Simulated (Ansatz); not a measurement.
The system is GeW.

```
Ge W
1.0
     0.00000    2.57761    2.57761
     2.57761    0.00000    2.57761
     2.57761    2.57761    0.00000
Ge W
1 1
Direct
  0.50000 0.50000 0.50000
  0.00000 0.00000 0.00000
```

The cell was built by a generator and needn't be a form met in nature.

| Property | Result |
| --- | --- |
| Program | Ansatz 0.2.0 |
| Task | relaxation of cell and atoms |
| Functional | BLYP |
| Dispersion | D3(BJ) |
| Potentials or basis | Ansatz PAW |
| Cutoff | 420 eV (not typed: the program's choice for these potentials) |
| k mesh | 9 × 9 × 9 |
| Occupations | fermi-dirac, width 0.05 eV |
| Spin | no spin polarisation |

At the start: volume 17.13 Å³/atom.

**Question.** Where does the relaxation end?

**Answer.** It ends after 5 steps and the volume is 16.79 Å³/atom (-2.0 %); space group Fm-3m (No. 225, to 0.05 Å).

The path:
```csv
step,energy change (eV),largest force (eV/Å),volume (Å³)
1,0.0000,0.0000,34.25
2,-0.0043,0.0000,33.13
3,-0.0074,0.0000,33.59
4,-0.0074,0.0000,33.57
5,-0.0072,0.0000,33.57
```

Final structure:
```cif
data_structure
_symmetry_space_group_name_H-M 'P 1'
_symmetry_Int_Tables_number 1
_cell_length_a 3.6211
_cell_length_b 3.6211
_cell_length_c 3.6211
_cell_angle_alpha 60.000
_cell_angle_beta 60.000
_cell_angle_gamma 60.000
_cell_volume 33.57
loop_
_atom_site_label
_atom_site_type_symbol
_atom_site_fract_x
_atom_site_fract_y
_atom_site_fract_z
_atom_site_occupancy
Ge1 Ge 0.50000 0.50000 0.50000 1
W1 W 0.00000 0.00000 0.00000 1
```

Caveat: the plane-wave basis is chosen anew once the cell has moved, so the energies of steps on either side of that aren't comparable; pairwise dispersion overbinds metals, which lowers pressure and volume; the PAW data sets come from PBE, with cores solved anew for the run's functional, which leaves a small shift of forces and pressure.
